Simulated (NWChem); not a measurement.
# CuSH (SMILES [SH][Cu]) at 6 levels

Aim: a comparison of 6 runs (HF/3-21G, HF/def2-SVP, wB97X/def2-SVPD, PBE0/def2-SVP, B3LYP/6-31G*, TPSS/def2-TZVP) of CuSH. 

The results are computed with NWChem 7.3.0.

5 further runs of the same task are left out: 3 that didn't finish, 2 set aside as unsound or not needed.

### 1 The structure to begin with

CuSH: 3 atoms, total charge 0, spin state singlet. As SMILES, `[SH][Cu]`. The coordinates come from a PBE0-D4/def2-TZVP relaxation.

Bond lengths: S1–Cu2 2.117 Å, S1–H3 1.346 Å. Angles: Cu2–S1–H3 93.6°.

### 2 Energy and forces at HF/3-21G (run 1)

Contents of cuhs.nw:

```
START cuhs
memory 2200 mb

GEOMETRY units angstroms noautosym nocenter noautoz
  S     -0.511900     0.570500    -0.230300
  Cu     1.309500     0.076500     0.729600
  H     -0.808400    -0.711800    -0.512600
END

BASIS spherical bse
  S library 3-21G
  Cu library 3-21G
  H library 3-21G
END

SCF
  thresh 1e-08
  maxiter 80
  noprint "final vectors analysis"
END

TASK scf gradient
```

Launch:

```bash
$ nwchem cuhs.nw > cuhs.out
```

Standard output:

```text
[...]
  functions       =    42
[...]
  wavefunction    = RHF
[...]
         Total SCF energy =  -2026.841395128990
      One-electron energy =  -3084.109483177738
      Two-electron energy =    929.059204396037
 Nuclear repulsion energy =    128.208883652712
        Time for solution =      2.9s
[...]
                         RHF ENERGY GRADIENTS
    atom               coordinates                        gradient
                 x          y          z           x          y          z
   1 S      -0.967351   1.078089  -0.435204    0.000873  -0.000120   0.000471
   2 Cu      2.474596   0.144564   1.378744   -0.008381  -0.002574  -0.004865
   3 H      -1.527654  -1.345107  -0.968674    0.007508   0.002694   0.004395
[...]
```

Wall time 4.2 s (1 thread of Intel Xeon Platinum 8488C (Sapphire Rapids), shared host); peak memory 0.099 GiB.

### 3 Energy and gradient at HF/def2-SVP (run 2)

Contents of cuhs.nw:

```
start cuhs
memory total 2200 mb

geometry units bohr noautosym nocenter noautoz
 S  -0.96735080  1.07808875 -0.43520393
 Cu  2.47459636  0.14456405  1.37874418
 H  -1.52765460 -1.34510706 -0.96867361
end

basis spherical bse
 S library def2-SVP
 Cu library def2-SVP
 H library def2-SVP
end

scf
 thresh 1e-08
 maxiter 80
 print low
end

task scf gradient
```

Launch:

```bash
$ nwchem cuhs.nw > cuhs.out
```

Standard output:

```text
[...]
  functions       =    54
[...]
  wavefunction    = RHF
[...]
         Total SCF energy =  -2036.705829340121
      One-electron energy =  -3096.626639678379
      Two-electron energy =    931.711935834653
 Nuclear repulsion energy =    128.208874503605
        Time for solution =      8.4s
[...]
                         RHF ENERGY GRADIENTS
    atom               coordinates                        gradient
                 x          y          z           x          y          z
   1 S      -0.967351   1.078089  -0.435204    0.022879  -0.001726   0.012472
   2 Cu      2.474596   0.144564   1.378744   -0.023255   0.005439  -0.012336
   3 H      -1.527655  -1.345107  -0.968674    0.000375  -0.003712  -0.000136
 Task  times  cpu:       10.4s     wall:       10.4s
 Total times  cpu:       10.5s     wall:       10.5s
```

Wall time 11 s (1 thread of Intel Xeon Platinum 8488C (Sapphire Rapids), shared host); peak memory 0.1 GiB.

### 4 Energy and forces at wB97X/def2-SVPD (run 3)

Contents of run.py:

```python
from ase import Atoms
from ase.calculators.nwchem import NWChem

molecule = Atoms(['S', 'Cu', 'H'], positions=[
    [-0.511900, 0.570500, -0.230300],
    [1.309500, 0.076500, 0.729600],
    [-0.808400, -0.711800, -0.512600],
])

calc = NWChem(
    label='cuhs',
    theory='dft',
    memory='2200 mb',
    basis='def2-SVPD',
    basispar='spherical bse',
    dft={'xc': 'wb97x', 'mult': '1', 'grid': 'xfine', 'convergence': 'energy 1e-08', 'iterations': '100', 'mulliken': None, 'print': 'low'},
)
molecule.calc = calc

forces = molecule.get_forces()
print(f"energy = {molecule.get_potential_energy():.6f} eV")
print("forces (eV/A):")
for s, f in zip(molecule.symbols, forces):
    print(f"{s:2s} {f[0]:10.5f} {f[1]:10.5f} {f[2]:10.5f}")
```

Launch:

```bash
$ export ASE_NWCHEM_COMMAND="nwchem PREFIX.nwi > PREFIX.nwo"
$ python run.py
```

Standard output:

```text
energy = -55484.246062 eV
forces (eV/A):
S     0.00890    0.06556    0.01095
Cu    0.04325    0.01234    0.02504
H    -0.05214   -0.07790   -0.03600
```

The calculator wrote cuhs.nwi:

```
title "cuhs"

permanent_dir cuhs

scratch_dir cuhs

start cuhs

geometry units angstrom nocenter noautosym noautoz
  S  -5.1190000000000002e-01 5.7050000000000001e-01 -2.3030000000000000e-01
  Cu 1.3095000000000001e+00 7.6499999999999999e-02 7.2960000000000003e-01
  H  -8.0840000000000001e-01 -7.1179999999999999e-01 -5.1259999999999994e-01
end

memory 2200 mb

basis spherical bse noprint
   * library def2-SVPD
end

dft
  xc wb97x
  mult 1
  grid xfine
  convergence energy 1e-08
  iterations 100
  mulliken
  print low
end

task dft gradient
```

cuhs.nwo:

```text
Northwest Computational Chemistry Package (NWChem) 7.3.0
             --------------------------------------------------------

           Job information
           ---------------

    nwchem branch   = 7.3.0
    use scalapack   = T
    input           = cuhs.nwi
    prefix          = cuhs.
    data base       = cuhs/cuhs.db
    status          = startup
    nproc           =        1

           Memory information
           ------------------

    heap     =     72089596 doubles =      550.0 Mbytes
    stack    =     72089601 doubles =      550.0 Mbytes
    global   =    144179200 doubles =     1100.0 Mbytes (distinct from heap & stack)
    total    =    288358397 doubles =     2200.0 Mbytes
    verify   = yes
    hardfail = no

           Directory information
           ---------------------

  0 permanent = cuhs
  0 scratch   = cuhs

                                NWChem Input Module
                                -------------------

                                       cuhs
                                       ----

[... 23 lines left out ...]
            Nuclear Dipole moment (a.u.)
[... 58 lines left out ...]
   convergence    iter        energy       DeltaE   RMS-Dens  Diis-err    time
[... 13 lines left out ...]
         Total DFT energy =    -2039.008450812276
      One electron energy =    -3093.380522822195
           Coulomb energy =     1019.459225929839
    Exchange-Corr. energy =      -93.296037572633
 Nuclear repulsion energy =      128.208883652711
[... 15 lines left out ...]
     -------------------------------------------
      Total Density - Lowdin Population Analysis
     -------------------------------------------

    Atom       Charge   Shell Charges
 -----------   ------   -------------------------------------------------------
    1 S   16    16.05   2.00  1.95  0.86  0.52  0.13  5.81  1.87  2.34  0.41  0.05  0.11
    2 Cu  29    28.56   2.00  2.00  1.93  0.35  0.10  5.99  5.88  0.31  0.12  7.69  2.18  0.00
    3 H    1     1.39   0.58  0.27  0.07  0.47
  int_init: cando_txs set to always be  F
  intd_init: cando_txs set to always be  F
  int_init: cando_txs set to always be  F
  intd_init: cando_txs set to always be  F

                         DFT ENERGY GRADIENTS

    atom               coordinates                        gradient
                 x          y          z           x          y          z
   1 S      -0.967351   1.078089  -0.435204   -0.000173  -0.001275  -0.000213
   2 Cu      2.474596   0.144564   1.378744   -0.000841  -0.000240  -0.000487
   3 H      -1.527654  -1.345107  -0.968674    0.001014   0.001515   0.000700

 Task  times  cpu:       41.1s     wall:       41.1s
 Total times  cpu:       41.2s     wall:       41.2s
```

Run time: 42 s. Hardware: 1 thread of Intel Xeon Platinum 8488C (Sapphire Rapids), shared host; peak memory 0.14 GiB.

Runs 4 to 5 aren't shown in full; the table further down has their settings and results.

### 5 Energy and forces at TPSS/def2-TZVP (run 6)

Contents of cuhs.nw:

```
start cuhs
title "CuHS"
memory total 2200 mb
charge 0
geometry units angstrom noautosym nocenter noautoz
  S       -0.511900       0.570500      -0.230300
  Cu       1.309500       0.076500       0.729600
  H       -0.808400      -0.711800      -0.512600
end
basis spherical bse
  * library def2-TZVP
end
dft
  xc xtpss03 ctpss03
  mult 1
  grid xfine
  convergence energy 1e-08
  maxiter 100
  mulliken
end
task dft gradient
```

Launch:

```bash
$ nwchem cuhs.nw > cuhs.out
```

Standard output:

```text
[...]
          Wavefunction type:  closed shell.
          No. of atoms     :     3
          No. of electrons :    46
[...]
          Charge           :     0
          Spin multiplicity:     1
[...]
          AO basis - number of functions:    88
[...]
              XC Information
              --------------
                  TPSS metaGGA Exchange Functional  1.000
             TPSS03 metaGGA Correlation Functional  1.000
[...]
 d= 0,ls=0.0,diis     1  -2039.2111900942 -2.17D+03  9.30D-02  3.13D+00     3.3
[...]
 d= 0,ls=0.5,diis    75  -2039.4035579481 -9.15D-09  1.20D-06  1.07D-07   179.2
         Total DFT energy =    -2039.403557955085
      One electron energy =    -3093.247161316573
           Coulomb energy =     1018.922740603114
    Exchange-Corr. energy =      -93.288020894338
 Nuclear repulsion energy =      128.208883652712
[...]
      Total Density - Mulliken Population Analysis
     ---------------------------------------------
    Atom       Charge   Shell Charges
 -----------   ------   -------------------------------------------------------
    1 S   16    16.44   2.01  0.47  1.48  1.09  0.81  4.18  1.66  0.94  2.32  1.37  0.03  0.05  0.01
    2 Cu  29    28.71   2.00  2.00  1.22  0.77  0.66  0.06  5.99  4.82  1.19  0.16  5.44  3.01  1.31  0.10  0.00
    3 H    1     0.85   0.24  0.48  0.10  0.02
[...]
  wavefunction    = closed shell
                         DFT ENERGY GRADIENTS
    atom               coordinates                        gradient
                 x          y          z           x          y          z
   1 S      -0.967351   1.078089  -0.435204   -0.002817  -0.001947  -0.001736
   2 Cu      2.474596   0.144564   1.378744    0.002309  -0.000573   0.001222
   3 H      -1.527654  -1.345107  -0.968674    0.000508   0.002520   0.000513
[...]
```

It took 3.2 min on 1 thread of Intel Xeon Platinum 8488C (Sapphire Rapids), shared host; peak memory 0.13 GiB.

### 6 All runs side by side

```
run                               level  iteration cap  module   energy (Eh)  dipole moment (D)  largest force (eV/Å)  wall time
  1                            HF/3-21G             80     scf  -2026.841395               6.10                 0.516      4.2 s
  2                         HF/def2-SVP             80     scf  -2036.705829                  –                 1.382       11 s
  3                     wB97X/def2-SVPD            100     dft  -2039.008451                  –                 0.100       42 s
  4                       PBE0/def2-SVP            100     dft  -2038.572912               4.43                 0.255       30 s
  5  B3LYP/6-31G* (Cartesian functions)            100     dft  -2039.029085               4.02                 1.425       20 s
  6                      TPSS/def2-TZVP            100     dft  -2039.403558               3.70                 0.197    3.2 min
```

### 7 Outcome

| quantity | value |
| --- | --- |
| run 6: total energy | -2039.40356 Eh |
| run 6: dipole moment | 3.70 D |
| run 6: HOMO energy | -5.13 eV |
| run 6: LUMO energy | -3.22 eV |
| run 6: HOMO–LUMO gap | 1.91 eV |
| run 6: largest force on an atom | 0.197 eV/Å |

In words: Over runs 1, 4, 5, 6 the dipole moment (its size) runs from 3.70 D (TPSS/def2-TZVP) to 6.10 D (HF/3-21G). The two ends differ in method and basis. Over runs 4, 5, 6 the HOMO–LUMO gap runs from 1.91 eV (TPSS/def2-TZVP) to 3.75 eV (PBE0/def2-SVP). Totals of different functionals can't be ranked against each other. All runs together took 5 min, the longest 3.2 min.
